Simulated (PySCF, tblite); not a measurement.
# C5H8BBrN radical: geometry, infrared bands and EPR parameters

What infrared bands and EPR parameters should C5H8BBrN radical (`[NH]B1CCC=C(Br)C1`) show?

Programs: tblite 0.8.0 and PySCF 2.14.0, with density-fitted response routines of our own. Each step states its level of theory. These are calculated values for one molecule in the gas phase, unless marked as measured. Atoms are numbered from 0 throughout.

## Step 1: Starting geometry

16 atoms, charge 0, multiplicity 2; geometry from: force field or distance geometry start.

Bonds of the start (Å): N0–B1 1.54, B1–C2 1.58, C2–C3 1.49, C3–C4 1.45, C4–C5 1.31, C5–Br6 1.92, C5–C7 1.49, C7–B1 1.60, N0–H8 1.05, C2–H9 1.13, C2–H10 1.11, C3–H11 1.12, C3–H12 1.15, C4–H13 1.09, C7–H14 1.12, C7–H15 1.10.

## Step 2: Optimising the geometry with GFN2-xTB

The job: settings as JSON, then the geometry in Å.

```
{"job": {"kind": "relax", "xc": "GFN2-xTB", "basis": "xTB"}, "charge": 0, "multiplicity": 2}
N      1.430000    -1.199100     1.398900
B      0.667200    -1.113200     0.069000
C     -0.912400    -1.176300     0.072900
C     -1.518600     0.172800     0.248200
C     -0.644700     1.330600     0.214800
C      0.554900     1.280300    -0.307700
Br     1.631700     2.872200    -0.326800
C      1.180900     0.060400    -0.884300
H      2.419300    -1.490800     1.184900
H     -1.192400    -1.497900    -0.974000
H     -1.287500    -1.973900     0.749900
H     -2.335600     0.321200    -0.502700
H     -2.093700     0.119100     1.239700
H     -0.979200     2.295200     0.604000
H      0.790800    -0.080100    -1.924300
H      2.281700     0.088600    -0.873800
```

Run with:

```
OMP_NUM_THREADS=1 python probes_run.py task.json out
```

The driver reads the jobs from task.json and runs them one after another.

**Question.** This job is followed by: GFN2-xTB harmonic vibrations, gas phase; UKS B3LYP, def2-TZVP-core on Br, pcH-1 on B C H N, non-relativistic, mean-field spin-orbit, GIAO. What will the session give for the following? strongest single infrared mode (GFN2-xTB); zero-point energy (GFN2-xTB); g(iso) (B3LYP); ⟨S²⟩; largest a(iso) (averaged by class); surface potential, 1st and 99th percentile.

As calculated:

```
                                 quantity                 value
strongest single infrared mode (GFN2-xTB)  447 cm⁻¹, 128 km/mol
             zero-point energy (GFN2-xTB)         75.9 kcal/mol
                           g(iso) (B3LYP)               2.00427
                                     ⟨S²⟩    0.757 (exact 0.75)
       largest a(iso) (averaged by class)   13C on C7, 97.7 MHz
    surface potential, 1st and 99th percentile    -0.70 V and 1.92 V
```

**Reading.** Relaxing lowered the energy by 1.696 eV in 99 steps; the close pair that moved most is N0–B1, from 1.536 to 1.299 Å. All 42 modes are real, so the xTB geometry is a minimum. The strongest single mode, at 447 cm⁻¹, moves mainly H8 and N0. Unscaled tight-binding wavenumbers are off by several per cent, some by more. Its intensities can rank the bands wrongly. Most of the unpaired spin sits on N0 (0.78 e). The isotropic g lies 2.0 ppt above the free-electron value. The hyperfine terms hold no scalar relativity, which the heavier nuclei need.
